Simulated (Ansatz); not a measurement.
**Ni (fcc type): how the settings move a single-point run**

Question: which choices in the input matter for Ni (fcc type)?

Method: reference: DFT, PBE, PAW with Ansatz's default frozen-core files, scalar-relativistic, in Ansatz 0.2.0.

## (1) The structure to begin with

The structure is cubic, space group Fm-3m (No. 225). Conventional cell: a = 3.521 Å, b = 3.521 Å, c = 3.521 Å, α = 90.00°, β = 90.00°, γ = 90.00°. Ni (site symmetry m-3m) is surrounded by 12 Ni at 2.49 Å.

Coordinates:

```cif
data_structure
_symmetry_space_group_name_H-M 'P 1'
_symmetry_Int_Tables_number 1
_cell_length_a 2.4894
_cell_length_b 2.4894
_cell_length_c 3.5205
_cell_angle_alpha 90.000
_cell_angle_beta 90.000
_cell_angle_gamma 90.000
_cell_volume 21.82
loop_
_atom_site_label
_atom_site_type_symbol
_atom_site_fract_x
_atom_site_fract_y
_atom_site_fract_z
_atom_site_occupancy
Ni1 Ni 0.00000 0.00000 0.00000 1
Ni2 Ni 0.50000 0.50000 0.50000 1
```

## (2) Reference

The input, input.yaml:

```yaml
crystal:
  lattice:
    - [1.7602636194, 1.7602636194, 0.0]
    - [-1.7602636194, 1.7602636194, 0.0]
    - [0.0, 0.0, 3.5205272387]
  atoms:
    - { symbol: Ni, position: [0.0, 0.0, 0.0], spin: 1.0 }
    - { symbol: Ni, position: [0.5, 0.5, 0.5], spin: 1.0 }
magnetization:
  spin_polarized: true
kpoints:
  mp_grid: { grid: [16, 16, 12] }
scf:
  occupations: { method: fermi_dirac, width: 0.1 }
hamiltonian:
  xc: pbe
  pseudopotentials: { kind: paw }
output:
  forces: true
  stress: true
  eigenvalues: true
  write_density: true
  write_potential: true
  elf: true
  volumetric_format: npy
```

Launch:

```bash
ansatz run input.yaml --threads 4 --pin off --max-ram 12288MiB --backend cpu --events-out ev --progress --plain --runs-dir out
```

## (3) A run with other settings

input.yaml: that of step 2 with these lines changed.

```diff
@@ -13,3 +13,4 @@
 scf:
-  occupations: { method: fermi_dirac, width: 0.1 }
+  occupations: { method: methfessel_paxton, width: 0.15 }
+  convergence: { dr2_threshold: 0.0001 }
 hamiltonian:
@@ -21,5 +22 @@
   eigenvalues: true
-  write_density: true
-  write_potential: true
-  elf: true
-  volumetric_format: npy
```

## (5) Variant: occupations.method gaussian, occupations.width 0.3, xc_grid 3

input.yaml: that of step 2 with these lines changed.

```diff
@@ -13,3 +13,3 @@
 scf:
-  occupations: { method: fermi_dirac, width: 0.1 }
+  occupations: { method: gaussian, width: 0.3 }
 hamiltonian:
@@ -21,5 +21,3 @@
   eigenvalues: true
-  write_density: true
-  write_potential: true
-  elf: true
-  volumetric_format: npy
+basis:
+  xc_grid: 3
```

(Steps that only read results are left out.)

What does the calculation give? Wanted: for each run, ending; energy change; pressure; abs. moment; force.

The runs gave:

| run | ending | energy change | pressure (GPa) | abs. moment (μB) | force (eV/Å) | cycles | time |
| --- | --- | --- | --- | --- | --- | --- | --- |
| reference | converged | 0 | 0.0 | 1.42 | 0.00 | 11 | 7.6 s |
| 1: occupations.method methfessel_paxton, occupations.width 0.15, dr2_threshold 0.0001 | converged | +0.9 meV/atom (σ→0) | -0.5 | 1.44 | 0.00 | 11 | 5.4 s |
| 2: occupations.method gaussian, occupations.width 0.3, xc_grid 3 | converged | -0.5 meV/atom (σ→0) | 0.2 | 1.42 | 0.00 | 11 | 5 s |

Times don't compare one to one where runs were asked for different outputs or read a saved state (see the inputs); cycles may leave out searches for a lower state.

Residual by cycle in the longest SCF loop of each run; runs are numbered as in the table. The quantity is the density residual dr2, in eV.

| cycle | reference | run 1 | run 2 |
| --- | --- | --- | --- |
| 1 | 1.01 | 1.02 | 1 |
| 2 | 0.0267 | 0.027 | 0.0265 |
| 3 | 0.0498 | 0.0494 | 0.05 |
| 4 | 0.0172 | 0.032 | 0.0168 |
| 5 | 0.00231 | 0.0044 | 0.00149 |
| 6 | 0.00434 | 5.0e-5 | 0.0048 |
| 7 | 2.1e-4 | 3.7e-5 | 8.5e-5 |
| 8 | 1.8e-5 | 1.3e-4 | 4.4e-6 |
| 9 | 4.3e-7 | 7.4e-4 | 1.7e-7 |
| 10 | 6.1e-9 | 1.0e-4 | 3.7e-8 |
| 11 | 2.7e-9 | 1.0e-6 | 4.3e-10 |

**Reading.** Of the converged runs whose energies compare with the reference's, «occupations.method methfessel_paxton, occupations.width 0.15, dr2_threshold 0.0001» moves the energy most (+0.9 meV/atom) and «occupations.method gaussian, occupations.width 0.3, xc_grid 3» least (-0.5 meV/atom).
